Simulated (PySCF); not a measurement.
# SbBr−: from the state search to spectroscopic constants

One job finds the state of SbBr−, follows it along the bond with each method and fits the curves.

The runs use PySCF 2.14.0; Sb def2-TZVPPD with ECP28, Br def2-TZVPPD, scalar-relativistic core potentials.

## (1) Input

Settings of the job:

```json
{"atoms": "Sb, Br", "charge": "-1", "basis": "Sb def2-TZVPPD with ECP28, Br def2-TZVPPD", "Hamiltonian": "scalar-relativistic core potentials", "basis functions": "113", "electrons treated": "59", "masses in u": "120.9038, 78.9183", "levels": "PBE0, PBE, r²SCAN, r²SCANh, B97-3, PW91, LDA, r²SCAN0, CAM-B3LYP, HF, MP2, SCS-MP2", "grid": "80 radial by 434 angular points", "occupations": "held fixed by the projection of orbital angular momentum", "dissociation limit": "Sb + Br−, each in its ground configuration", "starting distance in angstrom": "2.580", "values of 2S to try": "1, 3"}
```

Command:

```
OMP_NUM_THREADS=2 python dia.py task.json out
```

The runs that follow: First curve: PBE0; Higher solutions at PBE0; PBE; r²SCAN (meta-GGA); r²SCANh; B97-3 (global hybrid GGA); PW91; LDA (local density); r²SCAN0; CAM-B3LYP; UHF (mean field).

**Question.** What will these runs give? Wanted: for each run, Re; ωe; De; μ.

As calculated:

Lowest PBE0 solution found, without spin–orbit coupling: ²Π (doublet), unpaired electrons π ↑. State 2 has its PBE0 minimum 0.23 eV higher. State 3 has its PBE0 minimum 0.72 eV higher, as a spin-mixed determinant (⟨S²⟩ = 1.76), so this is no gap between pure states. State 4 has its PBE0 minimum 0.76 eV higher, as a spin-mixed determinant (⟨S²⟩ = 1.76), so this is no gap between pure states. The other levels ran on the lowest alone.

| level | Re (Å) | ωe (cm⁻¹) | De (eV) | μ (D) |
| --- | --- | --- | --- | --- |
| UHF | 2.687 | 183.4 | -0.368 | -0.54 |
| UHF-MP2 | 2.620 | 205.7 | 0.368 | n/a |
| UHF-SCS-MP2 | 2.643 | 198.5 | 0.407 | n/a |
| LDA | 2.598 | 209.4 | 1.36 | 0.47 |
| PBE | 2.660 | 191.3 | 0.85 | 0.22 |
| PW91 | 2.659 | 191.6 | 0.86 | 0.20 |
| r²SCAN | 2.640 | 198.1 | 0.69 | 0.26 |
| r²SCANh | 2.633 | 200.5 | 0.65 | 0.22 |
| PBE0 | 2.633 | 200.2 | 0.72 | 0.13 |
| r²SCAN0 | 2.623 | 203.8 | 0.60 | 0.16 |
| B97-3 | 2.660 | 191.2 | 0.70 | -0.01 |
| CAM-B3LYP | 2.652 | 193.6 | 0.71 | -0.18 |

De is counted to Sb + Br− in their ground configurations. A positive dipole points from Sb to Br; in an ion it is taken about the centre of mass and does not tell which atom is negative.

What this shows: The methods spread over 0.089 Å in bond length, from LDA to UHF. Among the levels with a De in the table, it runs from -0.368 eV (UHF) to 1.36 eV (LDA).

Correlated steps freeze 13 core orbitals. Spin–orbit coupling is left out, which matters for elements this heavy, above all for dissociation energies. A negative De means that the minimum lies above the separated atoms at that level. At some levels the lowest empty orbital lies below the highest filled one (the two can be of opposite spin). With some functionals the highest level of the anion is positive, from self-interaction error or because the anion is truly unbound there; the finite basis then holds the extra electron, and no neutral molecule was run to test the binding. At UHF-MP2, UHF-SCS-MP2 the stretched side of the curve climbs above De, by a hump or because the determinant held fixed goes to a higher limit. With spin–orbit coupling the term label itself may not hold.
